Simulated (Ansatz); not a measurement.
# Cl₄HOTa: a few steps of dynamics

Aim: follow Cl₄HOTa for 50 steps with a Nosé-Hoover thermostat (1000 K) and see how far bonds stretch and how energy moves between motion and potential.

Method: revPBE/def2-SVP with D3(BJ) dispersion; program: Ansatz 0.2.0, Gaussian basis.

## 1. The geometry

The structure was relaxed beforehand with PBE0-D4 in a triple-zeta def2 set. Ta takes the def2 core potential; no spin-orbit term is included.

SMILES `[OH][Ta]([Cl])([Cl])([Cl])[Cl]`, 7 atoms, charge 0, spin multiplicity 1.

Atoms are counted from 1 here; the program's logs count them from 0.

Bond lengths: O1–Ta2 1.857 Å, O1–H7 0.955 Å, Ta2–Cl3 2.290 Å, Ta2–Cl4 2.291 Å, Ta2–Cl5 2.335 Å, Ta2–Cl6 2.290 Å. Angles: Ta2–O1–H7 179.5°, O1–Ta2–Cl3 90.7°, O1–Ta2–Cl4 90.6°, O1–Ta2–Cl5 179.9°, O1–Ta2–Cl6 90.8°, Cl3–Ta2–Cl4 120.1°, Cl3–Ta2–Cl5 89.3°, Cl3–Ta2–Cl6 119.9°, Cl4–Ta2–Cl5 89.3°, Cl4–Ta2–Cl6 120.0°, Cl5–Ta2–Cl6 89.4°.

## 2. Dynamics

Contents of in.yaml:

```yaml
crystal:
  periodic: [false, false, false]
  atoms:
    - {symbol: O, position_ang: [0.209338, -1.317573, 0.772983]}
    - {symbol: Ta, position_ang: [-0.032495, 0.265389, -0.168166]}
    - {symbol: Cl, position_ang: [2.081366, 0.105197, -1.034872]}
    - {symbol: Cl, position_ang: [-1.806333, -0.646055, -1.294755]}
    - {symbol: Cl, position_ang: [-0.337676, 2.252754, -1.355605]}
    - {symbol: Cl, position_ang: [-0.383147, 1.408255, 1.784827]}
    - {symbol: H, position_ang: [0.330246, -2.135966, 1.249987]}
basis:
  gaussian: {orbitals: def2-SVP}
hamiltonian: {xc: {name: revPBE}, dispersion: d3bj}
md: {timestep: 0.5 fs, n_steps: 50, ensemble: nvt_nose_hoover, temperature: 1000, initial_velocities: maxwell_boltzmann, seed: 374}
```

On the command line:

```bash
$ ansatz run in.yaml --threads 4 --pin off --events-out ev --progress --plain --max-ram 11315MiB
```

Output, shortened:

```text
Functional definition: revPBE
  name "revPBE"
  cite "Zhang & Yang, Phys. Rev. Lett. 80, 890 (1998) doi:10.1103/PhysRevLett.80.890"
  cite "Perdew, Burke & Ernzerhof, Phys. Rev. Lett. 77, 3865 (1996) doi:10.1103/PhysRevLett.77.3865"
[...]
1285 factors; their error is unknown
[...]
mean field -53688.24502241 eV, -1973.0066133739 hartree, gradient 2.1e-5 eV, S^2 0.000000; 0 other end points of the search recorded, 0 dependent functions left out
[...]
reference -53688.24510051 eV, -1973.0066162443 hartree; 45, 45 occupied and 78, 78 virtual orbitals, 1285 factors
md step     0: t =     0.00 fs  T =  1000.0 K  F+E_penalty+E_count = -53688.87633890 eV  E_kin = 0.646300 eV  conserved = -53688.23003890 eV  (30 SCF iters)
[...]
md step    12: t =     6.00 fs  T =   960.4 K  F+E_penalty+E_count = -53688.85032807 eV  E_kin = 0.620689 eV  conserved = -53688.22980020 eV  (30 SCF iters, 3 dispersion substeps)
[...]
md step    24: t =    12.00 fs  T =   695.7 K  F+E_penalty+E_count = -53688.67649701 eV  E_kin = 0.449639 eV  conserved = -53688.22755222 eV  (30 SCF iters, 3 dispersion substeps)
[...]
md step    36: t =    18.00 fs  T =   665.2 K  F+E_penalty+E_count = -53688.65803581 eV  E_kin = 0.429925 eV  conserved = -53688.22999165 eV  (30 SCF iters)
[...]
md step    48: t =    24.00 fs  T =   500.5 K  F+E_penalty+E_count = -53688.54928618 eV  E_kin = 0.323481 eV  conserved = -53688.22956455 eV  (30 SCF iters)
[...]
md step    49: t =    24.50 fs  T =   443.6 K  F+E_penalty+E_count = -53688.51110381 eV  E_kin = 0.286703 eV  conserved = -53688.22834978 eV  (30 SCF iters)
[...]
md step    50: t =    25.00 fs  T =   397.2 K  F+E_penalty+E_count = -53688.47978247 eV  E_kin = 0.256734 eV  conserved = -53688.22717379 eV  (32 SCF iters)
Total energy: -53688.47986001 eV, -1973.0152434966 hartree
Atom 0 at     0.173345    -1.388930     0.849140 Å, force     0.350729     3.634736     0.443798 eV/Å
Atom 1 at    -0.030429     0.297209    -0.165375 Å, force     0.335910    -1.601602     1.146646 eV/Å
Atom 2 at     2.134090    -0.012222    -1.067407 Å, force    -0.828228     0.330502     0.283714 eV/Å
Atom 3 at    -1.797889    -0.757496    -1.450558 Å, force     0.946124     0.455778     0.769200 eV/Å
Atom 4 at    -0.443562     2.246732    -1.271032 Å, force    -0.164785     0.873375    -0.833567 eV/Å
Atom 5 at    -0.320552     1.514023     1.862737 Å, force     0.209999    -0.729775    -0.722545 eV/Å
Atom 6 at    -0.098090    -2.174765     0.449501 Å, force    -0.849749    -2.963013    -1.087246 eV/Å
Dipole moment:    -0.008095    -0.278605    -0.027441 e Å
```

Wall time 1.7 min (4 threads of Arm Neoverse V2, shared host).

## 3. Frames and traces

Every 4 steps, with energies from the start:

```tsv
time (fs)	T (K)	potential (meV)	conserved (meV)	Ta2–Cl4 (Å)
0.0	1000	0.0	0.00	2.291
2.0	877	81.5	1.99	2.302
4.0	887	74.8	1.74	2.314
6.0	960	26.0	0.24	2.326
8.0	865	89.5	2.06	2.339
10.0	865	88.8	0.74	2.352
12.0	696	199.8	2.49	2.364
14.0	791	136.3	0.14	2.376
16.0	620	249.7	2.83	2.387
18.0	665	218.3	0.05	2.398
20.0	504	324.9	2.17	2.407
22.0	494	332.0	1.68	2.416
24.0	501	327.1	0.47	2.423
```

Positions (Å) and forces (eV/Å) at 25.0 fs:

```xyz
7

O     0.173   -1.389    0.849    0.351    3.635    0.444
Ta   -0.030    0.297   -0.165    0.336   -1.602    1.147
Cl    2.134   -0.012   -1.067   -0.828    0.331    0.284
Cl   -1.798   -0.757   -1.451    0.946    0.456    0.769
Cl   -0.444    2.247   -1.271   -0.165    0.873   -0.834
Cl   -0.321    1.514    1.863    0.210   -0.730   -0.723
H    -0.098   -2.175    0.450   -0.850   -2.963   -1.087
```

## 4. What came out

```
                              quantity                          value
                                length             50 steps of 0.5 fs
     temperature, first and last frame                    1000, 397 K
              temperature, second half  mean 597 K, from 397 to 791 K
                swing of the potential                        400 meV
largest change of the conserved energy                       3.00 meV
                      range of Ta2–Cl4               2.291 to 2.427 Å
```

From 1000 K at the start the temperature swings between 397 and 1005 K: with 7 atoms it has no steady value yet; energy flows between kinetic and potential parts, and any thermostat adds or takes heat. The conserved energy moves by 3.00 meV, 0.8 % of the potential's swing, so the step is short enough for this stretch. Ta2–Cl4 swings most, by 0.14 Å; no bond breaks. A run of 25 fs gives no averages.
